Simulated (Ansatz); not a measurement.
# ZrWN2: what a guessed cell relaxes into, part 3 of 3

Aim: relax a trial structure of ZrWN2 and see where it ends.

Ansatz 0.2.0; DFT PBE, scalar-relativistic, plane waves, PAW. The steps go on from the part before.

### 4 Relaxation on the finer mesh

The end of the coarse run is made exact in the group found at a tolerance of 0.06 Å and reduced to its primitive cell.

input.yaml reads:

```yaml
crystal:
  lattice:
    - [2.956831062, 0.0, 0.0]
    - [-1.478415531, 2.5606908144, 0.0]
    - [0.0, 0.0, 5.9448633773]
  atoms:
    - { symbol: Zr, position: [0.0, 0.0, 0.5] }
    - { symbol: W, position: [0.0, 0.0, 0.0] }
    - { symbol: "N", position: [0.3333333333, 0.6666666667, 0.2216420097] }
    - { symbol: "N", position: [0.3333333333, 0.6666666667, 0.7783579903] }
basis:
  ecutwfc: 420
kpoints:
  mp_grid: { grid: [18, 18, 8] }
hamiltonian:
  xc: pbe
scf:
  occupations: { method: gaussian, width: 0.1 }
output:
  forces: true
  stress: true
  eigenvalues: true
  write_density: true
  write_potential: true
  elf: true
  volumetric_format: npy
relax:
  adjacent_minimum: "off"
  f_tol: 0.01
  max_steps: 80
  cell: { stress_tol: 0.05 }
```

Run with:

```sh
> ansatz run input.yaml --threads 1 --pin off --max-ram 2048MiB --backend cpu --events-out ev --progress --plain --runs-dir out
```

The log of the run, shortened:

```text
Warning: RAYON_NUM_THREADS=1 ignored (pool sized by the plan → 1); use --threads N
[...]
Pseudopotentials: kind: paw
Pseudopotential: Zr, paw, valence charge 12, recommended cutoff 420 eV (normal), Zr.paw.azcp
Pseudopotential: W, paw, valence charge 14, recommended cutoff 420 eV (normal), W.paw.azcp
Pseudopotential: N, paw, valence charge 5, recommended cutoff 420 eV (normal), N.paw.azcp
Functional definition: PBE
[...]
Crystal: 4 atoms, lattice volume = 45.012 Å³
[...]
  cell:  # Å, volume = 45.0493 Å³
    - [2.9551986824941, 3.20175784227352e-33, 0.0]
    - [-1.47759934124705, 2.559277132270194, 0.0]
    - [0.0, 0.0, 5.95640128255233]
  atoms:
    - { symbol: Zr, position: [0.0, -2.7755575615628914e-17, 0.49999999999999994] }
    - { symbol: W, position: [0.0, -2.7755575615628914e-17, 0.0] }
    - { symbol: N, position: [0.33333333333333326, 0.6666666666666665, 0.22139792649120818] }
    - { symbol: N, position: [0.33333333333333326, 0.6666666666666665, 0.7786020735087917] }
```

It took 86 s on 1 thread of Arm Neoverse V2, shared host; peak memory 0.49 GiB.

Relaxation path:

| step | energy from step 1 (eV/cell) | largest force component (eV/Å) | pressure (GPa) | volume (Å³) |
| --- | --- | --- | --- | --- |
| 1 | 0.0000 | 0.0059 | 0.23 | 45.01 |
| 2 | 0.0004 | 0.0501 | 0.02 | 45.03 |
| 3 | -0.0002 | 0.0123 | -0.04 | 45.05 |
| 4 | -0.0002 | 0.0069 | -0.02 | 45.05 |
| 5 | -0.0003 | 0.0070 | -0.02 | 45.05 |

Step 1 is the start. Step 5 repeats the geometry before it on a plane-wave basis chosen anew for that cell, so its energy need not be comparable with the rows above. Step 2 was tried and not accepted.

|  | before | after | change |
| --- | --- | --- | --- |
| a (Å) | 2.957 | 2.955 | -0.1 % |
| b (Å) | 2.957 | 2.955 | -0.1 % |
| c (Å) | 5.945 | 5.956 | +0.2 % |
| volume (Å³/atom) | 11.25 | 11.26 | +0.1 % |
| shortest distance (Å) | 2.156 | 2.156 | 0.0 % |
| space group (0.01 Å) | P-6m2 | P-6m2 | same |

Forces and stress were held to the start's 12 operations: a distortion of lower symmetry was not tested.

Density in a lattice plane of the grid's cell (edges 2.96 and 5.96 Å, at 1.000 of the third edge), which holds Zr and W.

Ten even steps from '0' (0.23 e/Å³) to '9' (5.03 e/Å³):
```
997300000379
763100000136
210000000001
000000000000
000000000000
000000000000
110000000001
653100000135
776200000267
577300000377
776200000267
653100000135
110000000001
000000000000
000000000000
000000000000
210000000001
763100000136
997300000379
699410001499
```
Columns run along the first of these edges and rows up along the second, over one cell in 12 and 20 even steps from the bottom left corner. Atoms in the plane (fractional): Zr at (0.00, 0.50), W at (0.00, 0.00).

ELF in the same plane.

Values, 12 rows by 6 columns:
```
0.68 0.59 0.18 0.35 0.18 0.59
0.34 0.21 0.45 0.62 0.45 0.21
0.22 0.25 0.55 0.67 0.55 0.25
0.43 0.15 0.19 0.42 0.19 0.15
0.76 0.73 0.18 0.20 0.18 0.73
0.00 0.72 0.42 0.25 0.42 0.72
0.76 0.73 0.18 0.20 0.18 0.73
0.43 0.15 0.19 0.42 0.19 0.15
0.22 0.25 0.55 0.67 0.55 0.25
0.34 0.21 0.45 0.62 0.45 0.21
0.68 0.59 0.18 0.35 0.18 0.59
0.00 0.66 0.28 0.29 0.28 0.66
```
Columns run along the first of these edges and rows up along the second, over one cell in 6 and 12 even steps from the bottom left corner. Atoms in the plane (fractional): Zr at (0.00, 0.50), W at (0.00, 0.00).

Both are smooth fields of the valence electrons: close to the nuclei they are not physical.

The highest ELF values outside the cores: 0.84 beside N, off the lines to its neighbours, 0.7 Å from N; 0.83 on the N–W line, 0.7 Å from N; 0.80 between the atoms, 1.7 Å from Zr.

### 5 Variant: n_extra_bands 8

input.yaml reads:

```yaml
crystal:
  lattice:
    - [2.9551986825, 0.0, 0.0]
    - [-1.4775993412, 2.5592771323, 0.0]
    - [0.0, 0.0, 5.9564012826]
  atoms:
    - { symbol: Zr, position: [0.0, 0.0, 0.5] }
    - { symbol: W, position: [0.0, 0.0, 0.0] }
    - { symbol: "N", position: [0.3333333333, 0.6666666667, 0.2213979265] }
    - { symbol: "N", position: [0.3333333333, 0.6666666667, 0.7786020735] }
basis:
  ecutwfc: 420
kpoints:
  mp_grid: { grid: [18, 18, 8] }
hamiltonian:
  xc: pbe
scf:
  occupations: { method: gaussian, width: 0.1 }
  n_extra_bands: 8
output:
  forces: true
  eigenvalues: true
  stress: true
```

Run with:

```sh
> ansatz run input.yaml --threads 1 --pin off --max-ram 2048MiB --backend cpu --events-out ev --progress --plain --runs-dir out
```

The log of the run, shortened:

```text
Warning: RAYON_NUM_THREADS=1 ignored (pool sized by the plan → 1); use --threads N
scf.n_extra_bands = 8 over 18 filled bands (N_el = 36.0): the run solves 26 bands
[...]
[... 4 set-up lines as earlier in the session ...]
[...]
  atom   1  Zr     0.00000000    -0.00000000     0.00000000
  atom   2  W      0.00000000     0.00000000     0.00000000
  atom   3  N      0.00000000    -0.00000000    -0.00699944
  atom   4  N      0.00000000    -0.00000000     0.00699944
[...]
--- Stress (GPa, compression-positive) ---
       -0.015275       0.000000       0.000000
       -0.000000      -0.015275       0.000000
        0.000000       0.000000      -0.025022
  P = ⅓ Tr σ = -0.0185 GPa (-0.185 kbar)
--- Band table (eV; the first three rows and the last of 185) ---
[... band rows left out ...]
[...]
```

Run time: 15 s. Hardware: 1 thread of Arm Neoverse V2, shared host; peak memory 0.49 GiB.

| run | ending | energy change | pressure (GPa) | gap (eV) | force (eV/Å) | cycles | time |
| --- | --- | --- | --- | --- | --- | --- | --- |
| step 4 | converged | 0 | 0.0 | 0.00 | 0.01 | - | 86 s |
| variant | converged | 0.0 meV/atom | 0.0 | 0.00 | 0.01 | 7 | 15 s |

The changed band count doesn't alter the result here (within 0.5 meV/atom).

### 6 What came out

This closing draws on all 3 parts.

| quantity | value |
| --- | --- |
| symmetry at the end (tolerance 0.05 Å) | space group P-6m2 (No. 187) |
| conventional cell | a = 2.955 Å, b = 2.955 Å, c = 5.956 Å, α = 90.00°, β = 90.00°, γ = 120.00° |
| volume | 11.26 Å³/atom |
| energy over the elements (uncorrected; H, N, O, F and Cl as molecules) | -0.87 eV/atom |
| gap on the mesh | none (metal) |

What this shows: The space group P-6m2 (No. 187) is kept, at nearly the size of the first guess. It lies below the elements, which doesn't yet make it stable: competing phases were not computed in this session. No finished test with a distortion of lower symmetry is shown, so the end may be a saddle point. Spin-orbit coupling is left out for W. Other magnetic orders were not searched.
